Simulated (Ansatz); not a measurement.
# Ni (Fm-3m): equation of state

Aim: the bulk modulus of Ni (Fm-3m) from energies at several volumes around the relaxed one. The run doesn't test whether this is the element's stable form.

Program: Ansatz 0.2.0. Level of theory: DFT r²SCAN, scalar-relativistic, plane waves, PAW. These are calculated values, not measurements.

## 1. The structure to begin with

Symmetry: Fm-3m, No. 225, cubic system. The conventional cell has a = 3.478 Å, b = 3.478 Å, c = 3.478 Å, α = 90.00°, β = 90.00°, γ = 90.00°. Around Ni (site symmetry m-3m) lie 12 Ni at 2.46 Å.

Coordinates:

```xyz
1
Lattice="0.0000 1.7392 1.7392 1.7392 0.0000 1.7392 1.7392 1.7392 0.0000" Properties=species:S:1:pos:R:3 pbc="T T T"
Ni    0.0000    0.0000    0.0000
```

An earlier run at r²SCAN left this cell at 10.522 Å³/atom and 0.00 GPa (22×22×22 mesh).

Volume factors to run: 0.980, 1.020, 0.960, 1.040.

## 2. Volume × 0.980

input.yaml reads:

```yaml
crystal:
  lattice:
    - [0.0, 1.7275387685, 1.7275387685]
    - [1.7275387685, 0.0, 1.7275387685]
    - [1.7275387685, 1.7275387685, 0.0]
  atoms:
    - { symbol: Ni, position: [0.0, 0.0, 0.0], spin: 0.9 }
basis:
  ecutwfc: 500
  ecutrho_ratio: 4
kpoints:
  mp_grid: { grid: [22, 22, 22] }
hamiltonian:
  xc: r2scan
scf:
  occupations: { method: gaussian, width: 0.05 }
output:
  forces: true
  stress: true
  eigenvalues: true
  populations: true
magnetization:
  spin_polarized: true
```

On the command line:

```sh
$ ansatz run input.yaml --threads 1 --pin off --max-ram 2560MiB --backend cpu --events-out ev --progress --plain --runs-dir out
```

The log of the run (excerpt; [...] marks lines left out):

```text
Warning: RAYON_NUM_THREADS=1 ignored (pool sized by the plan → 1); use --threads N
[...]
Pseudopotentials: kind: paw
Pseudopotential: Ni, paw, valence charge 18, recommended cutoff 500 eV (meta_gga), Ni.paw.azcp
Functional definition: r2SCAN
[...]
Crystal: 1 atoms, lattice volume = 10.311 Å³
Basis set: ecut = 500 eV, 259 PW (Γ), exchange–correlation on 72×72×72 points (64 copies of the dense FFT grid, shifted against one another)
Bands: 14, of which v1, the nominal top of the filled ones, is band 9 counted from 1 (8 counted from 0)
Symmetry: 48 space group operations
Space group: Fm-3m (ITA 225), of the structure as read, at distance tolerance 2.2e-5 Å
Magnetic group: BNS 225.116 (UNI 1618), of the structure as read, at distance tolerance 2.2e-5 Å
k-points: 328 of 10648
[...]
Starting moments: Σ|m| = 0.9 μB on 1 of 1 site
[...]
SCF iter   1: F=—  HF=-5844.407486 eV  |F-HF|=—  |Δ(HF+E_count)|=         —  Δρ=7.12e-2 (↑1.09e-2 ↓7.12e-2)  dr2=3.52e-1  dr2_τ=5.63e-3  dr2_m=1.14e-1  M=0.907 μB ∫|m|=0.989 μB  β_m=1.00  ethr=3.00e-3  ⟨swp⟩=3.3  Hψ=71260  notcnv=0
[...]
SCF iter  15: F=-5845.287330 eV  HF=-5845.287330 eV  |F-HF|=3.11e-8  |Δ(HF+E_count)|=   3.03e-8  Δρ=4.63e-6 (↑4.63e-6 ↓3.46e-6)  dr2=3.79e-9  dr2_τ=1.06e-11  dr2_m=4.02e-11  M=0.735 μB ∫|m|=0.894 μB  ethr=7.51e-11  ⟨swp⟩=6.1  Hψ=43964  notcnv=0
[...]
this state was not tested for a lower state beside it, because the mixer in use, unlike msr1, does not test its closes by its own steps (another_mixer; see scf.mixing.algorithm and scf.lower_state_search)
SCF converged after 15 iterations
Magnetization: 0.7353 μB (9.3676 up, 8.6324 down)
Absolute magnetization: 0.8951 μB (∫|ρ↑−ρ↓|, with the PAW one-centre terms)
Spin contamination: 0.0187 ħ² per cell (⟨S²⟩ above its minimum at these occupations)
Per-site moments (μB) at R_I (Å): [(0.7994305415023235, 1.0077823618244313)]
Free energy (F): -5845.287330 eV
[...]
E sigma→0 (E₀):  -5845.286534 eV
Entropy (-TS):   -0.001591 eV (-1.591 meV/atom)
Fermi energy:    19.385735 eV
[...]
--- Forces (eV/Å), atoms counted from 1 ---
  atom   1  Ni    -0.00000000    -0.00000000    -0.00000000
[...]
--- Stress (GPa, compression-positive) ---
        4.538275       0.000000       0.000000
        0.000000       4.538275      -0.000000
       -0.000000       0.000000       4.538275
  P = ⅓ Tr σ = 4.5383 GPa (45.383 kbar)
--- Band table (eV; the first three rows and the last of 656) ---
  k-point 0 ↑: bands = ["-88.5072", "-47.2539", "-47.2539", "-47.2539", "9.4386", "16.2359", "16.2359", "16.2359", "17.6271", "17.6271", "44.0776", "48.7062", "48.7062", "48.7062"]
[...]
--- Löwdin populations: 1 site ---
  site symbol       q [e]    m [muB]
     0     Ni     17.7759     0.7817
  spilling = 0.012452 (of n_electrons = 18.000000)
```

Run time: 13 s. Hardware: 1 thread of Intel Xeon 6975P-C (Granite Rapids), shared host; peak memory 0.45 GiB.

This gives: volume 10.311 Å³/atom, pressure 4.54 GPa, a metal on this mesh, moments in the atoms' spheres Ni 0.80 μB.

## 3. Volume × 1.020

input.yaml, as its differences from that of step 2:

```diff
@@ -2,5 +2,5 @@
   lattice:
-    - [0.0, 1.7275387685, 1.7275387685]
-    - [1.7275387685, 0.0, 1.7275387685]
-    - [1.7275387685, 1.7275387685, 0.0]
+    - [0.0, 1.7507299756, 1.7507299756]
+    - [1.7507299756, 0.0, 1.7507299756]
+    - [1.7507299756, 1.7507299756, 0.0]
   atoms:
```

On the command line:

```sh
$ ansatz run input.yaml --threads 1 --pin off --max-ram 2560MiB --backend cpu --events-out ev --progress --plain --runs-dir out
```

The log of the run (excerpt; [...] marks lines left out):

```text
Warning: RAYON_NUM_THREADS=1 ignored (pool sized by the plan → 1); use --threads N
[...]
Pseudopotentials: kind: paw
Pseudopotential: Ni, paw, valence charge 18, recommended cutoff 500 eV (meta_gga), Ni.paw.azcp
Functional definition: r2SCAN
[...]
Crystal: 1 atoms, lattice volume = 10.732 Å³
Basis set: ecut = 500 eV, 283 PW (Γ), exchange–correlation on 80×80×80 points (64 copies of the dense FFT grid, shifted against one another)
Bands: 14, of which v1, the nominal top of the filled ones, is band 9 counted from 1 (8 counted from 0)
Symmetry: 48 space group operations
Space group: Fm-3m (ITA 225), of the structure as read, at distance tolerance 2.2e-5 Å
Magnetic group: BNS 225.116 (UNI 1618), of the structure as read, at distance tolerance 2.2e-5 Å
k-points: 328 of 10648
[...]
Starting moments: Σ|m| = 0.9 μB on 1 of 1 site
[...]
Absolute magnetization: 0.9338 μB (∫|ρ↑−ρ↓|, with the PAW one-centre terms)
Spin contamination: 0.0212 ħ² per cell (⟨S²⟩ above its minimum at these occupations)
Per-site moments (μB) at R_I (Å): [(0.8315035368440852, 1.0213112561629882)]
Free energy (F): -5845.287537 eV
[...]
E sigma→0 (E₀):  -5845.286791 eV
Entropy (-TS):   -0.001492 eV (-1.492 meV/atom)
Fermi energy:    18.455754 eV
[...]
--- Forces (eV/Å), atoms counted from 1 ---
  atom   1  Ni    -0.00000000     0.00000000    -0.00000000
[...]
--- Stress (GPa, compression-positive) ---
       -4.076211       0.000000      -0.000000
       -0.000000      -4.076211      -0.000000
        0.000000       0.000000      -4.076211
  P = ⅓ Tr σ = -4.0762 GPa (-40.762 kbar)
--- Band table (eV; the first three rows and the last of 656) ---
  k-point 0 ↑: bands = ["-89.4081", "-48.1749", "-48.1749", "-48.1749", "8.7933", "15.3713", "15.3713", "15.3713", "16.7037", "16.7037", "42.8093", "47.1028", "47.1028", "47.1028"]
[...]
--- Löwdin populations: 1 site ---
  site symbol       q [e]    m [muB]
     0     Ni     17.7745     0.8140
  spilling = 0.012529 (of n_electrons = 18.000000)
```

Run time: 13 s. Hardware: 1 thread of Intel Xeon 6975P-C (Granite Rapids), shared host; peak memory 0.46 GiB.

Read off: volume 10.732 Å³/atom, pressure -4.08 GPa, metallic, moments in the atoms' spheres Ni 0.83 μB.

## 4. Scaling the volume by 0.960

input.yaml reads:

```yaml
crystal:
  lattice:
    - [0.0, 1.7157059398, 1.7157059398]
    - [1.7157059398, 0.0, 1.7157059398]
    - [1.7157059398, 1.7157059398, 0.0]
  atoms:
    - { symbol: Ni, position: [0.0, 0.0, 0.0], spin: 0.88 }
basis:
  ecutwfc: 500
  ecutrho_ratio: 4
kpoints:
  mp_grid: { grid: [22, 22, 22] }
hamiltonian:
  xc: r2scan
scf:
  occupations: { method: gaussian, width: 0.05 }
output:
  forces: true
  stress: true
  eigenvalues: true
  populations: true
magnetization:
  spin_polarized: true
```

On the command line:

```sh
$ ansatz run input.yaml --threads 1 --pin off --max-ram 2560MiB --backend cpu --events-out ev --progress --plain --runs-dir out
```

The log of the run (excerpt; [...] marks lines left out):

```text
Warning: RAYON_NUM_THREADS=1 ignored (pool sized by the plan → 1); use --threads N
[...]
Pseudopotentials: kind: paw
Pseudopotential: Ni, paw, valence charge 18, recommended cutoff 500 eV (meta_gga), Ni.paw.azcp
Functional definition: r2SCAN
[...]
Crystal: 1 atoms, lattice volume = 10.101 Å³
Basis set: ecut = 500 eV, 259 PW (Γ), exchange–correlation on 72×72×72 points (64 copies of the dense FFT grid, shifted against one another)
Bands: 14, of which v1, the nominal top of the filled ones, is band 9 counted from 1 (8 counted from 0)
Symmetry: 48 space group operations
Space group: Fm-3m (ITA 225), of the structure as read, at distance tolerance 2.2e-5 Å
Magnetic group: BNS 225.116 (UNI 1618), of the structure as read, at distance tolerance 2.2e-5 Å
k-points: 328 of 10648
[...]
Starting moments: Σ|m| = 0.88 μB on 1 of 1 site
[...]
Absolute magnetization: 0.8720 μB (∫|ρ↑−ρ↓|, with the PAW one-centre terms)
Spin contamination: 0.0174 ħ² per cell (⟨S²⟩ above its minimum at these occupations)
Per-site moments (μB) at R_I (Å): [(0.7797025118570966, 1.0008795262575603)]
Free energy (F): -5845.278099 eV
[...]
E sigma→0 (E₀):  -5845.277290 eV
Entropy (-TS):   -0.001617 eV (-1.617 meV/atom)
Fermi energy:    19.878934 eV
[...]
--- Forces (eV/Å), atoms counted from 1 ---
  atom   1  Ni    -0.00000000     0.00000000     0.00000000
[...]
--- Stress (GPa, compression-positive) ---
        9.633514       0.000000      -0.000000
        0.000000       9.633514       0.000000
       -0.000000       0.000000       9.633514
  P = ⅓ Tr σ = 9.6335 GPa (96.335 kbar)
--- Band table (eV; the first three rows and the last of 656) ---
  k-point 0 ↑: bands = ["-88.0266", "-46.7623", "-46.7623", "-46.7623", "9.7838", "16.6962", "16.6962", "16.6962", "18.1192", "18.1192", "44.7445", "49.5440", "49.5440", "49.5440"]
[...]
--- Löwdin populations: 1 site ---
  site symbol       q [e]    m [muB]
     0     Ni     17.7767     0.7620
  spilling = 0.012404 (of n_electrons = 18.000000)
```

Run time: 12 s. Hardware: 1 thread of Intel Xeon 6975P-C (Granite Rapids), shared host; peak memory 0.45 GiB.

Result: volume 10.101 Å³/atom, pressure 9.63 GPa, a metal on this mesh, moments in the atoms' spheres Ni 0.78 μB.

## 5. Volume × 1.040

input.yaml reads:

```yaml
crystal:
  lattice:
    - [0.0, 1.7620986706, 1.7620986706]
    - [1.7620986706, 0.0, 1.7620986706]
    - [1.7620986706, 1.7620986706, 0.0]
  atoms:
    - { symbol: Ni, position: [0.0, 0.0, 0.0], spin: 0.91 }
basis:
  ecutwfc: 500
  ecutrho_ratio: 4
kpoints:
  mp_grid: { grid: [22, 22, 22] }
hamiltonian:
  xc: r2scan
scf:
  occupations: { method: gaussian, width: 0.05 }
output:
  forces: true
  stress: true
  eigenvalues: true
  populations: true
magnetization:
  spin_polarized: true
```

On the command line:

```sh
$ ansatz run input.yaml --threads 1 --pin off --max-ram 2560MiB --backend cpu --events-out ev --progress --plain --runs-dir out
```

The log of the run (excerpt; [...] marks lines left out):

```text
Warning: RAYON_NUM_THREADS=1 ignored (pool sized by the plan → 1); use --threads N
[...]
Pseudopotentials: kind: paw
Pseudopotential: Ni, paw, valence charge 18, recommended cutoff 500 eV (meta_gga), Ni.paw.azcp
Functional definition: r2SCAN
[...]
Crystal: 1 atoms, lattice volume = 10.943 Å³
Basis set: ecut = 500 eV, 283 PW (Γ), exchange–correlation on 80×80×80 points (64 copies of the dense FFT grid, shifted against one another)
Bands: 14, of which v1, the nominal top of the filled ones, is band 9 counted from 1 (8 counted from 0)
Symmetry: 48 space group operations
Space group: Fm-3m (ITA 225), of the structure as read, at distance tolerance 2.2e-5 Å
Magnetic group: BNS 225.116 (UNI 1618), of the structure as read, at distance tolerance 2.2e-5 Å
k-points: 328 of 10648
[...]
Starting moments: Σ|m| = 0.91 μB on 1 of 1 site
[...]
Absolute magnetization: 0.9482 μB (∫|ρ↑−ρ↓|, with the PAW one-centre terms)
Spin contamination: 0.0223 ħ² per cell (⟨S²⟩ above its minimum at these occupations)
Per-site moments (μB) at R_I (Å): [(0.8429843108269255, 1.027943333258375)]
Free energy (F): -5845.279745 eV
[...]
E sigma→0 (E₀):  -5845.279006 eV
Entropy (-TS):   -0.001478 eV (-1.478 meV/atom)
Fermi energy:    18.016887 eV
[...]
--- Forces (eV/Å), atoms counted from 1 ---
  atom   1  Ni    -0.00000000     0.00000000    -0.00000000
[...]
--- Stress (GPa, compression-positive) ---
       -7.723153       0.000000      -0.000000
       -0.000000      -7.723153      -0.000000
        0.000000       0.000000      -7.723153
  P = ⅓ Tr σ = -7.7232 GPa (-77.232 kbar)
--- Band table (eV; the first three rows and the last of 656) ---
  k-point 0 ↑: bands = ["-89.8297", "-48.6054", "-48.6054", "-48.6054", "8.4913", "14.9659", "14.9659", "14.9659", "16.2713", "16.2713", "42.2055", "46.3418", "46.3418", "46.3418"]
[...]
--- Löwdin populations: 1 site ---
  site symbol       q [e]    m [muB]
     0     Ni     17.7739     0.8255
  spilling = 0.012561 (of n_electrons = 18.000000)
```

Wall time 14 s (1 thread of Intel Xeon 6975P-C (Granite Rapids), shared host); peak memory 0.47 GiB.

Read off: volume 10.943 Å³/atom, pressure -7.72 GPa, a metal on this mesh, moments in the atoms' spheres Ni 0.84 μB.

## 6. The fit

Energies have the smearing extrapolated to zero and count from the lowest point.

| volume (Å³/atom) | energy (meV/atom) | pressure (GPa) | gap (eV) | moment of atom 1 (μB) |
| --- | --- | --- | --- | --- |
| 10.101 | 12.21 | 9.63 | metal | 0.78 |
| 10.311 | 2.97 | 4.54 | metal | 0.80 |
| 10.522 | 0.00 | 0.00 | metal | 0.82 |
| 10.732 | 2.71 | -4.08 | metal | 0.83 |
| 10.943 | 10.50 | -7.72 | metal | 0.84 |

volume (Å³/atom), energy (meV/atom) and a bar:
```
    10.10       12.2 ##############################
    10.31        3.0 #######
    10.52        0.0 
    10.73        2.7 #######
    10.94       10.5 ##########################
```

## 7. Outcome

| quantity | value |
| --- | --- |
| V0 | 10.523 Å³/atom |
| B0 | 215 GPa |
| B0′ | 4.3 |
| scatter of the fit | 0.004 meV/atom |

What this shows: The fitted minimum lies at 10.52 Å³/atom, and the bulk modulus is 215 GPa, a stiff solid. One per cent of compression takes about 2.2 GPa. The moment on atom 1 grows from 0.78 to 0.84 μB on expansion. These are values at 0 K without zero-point motion.
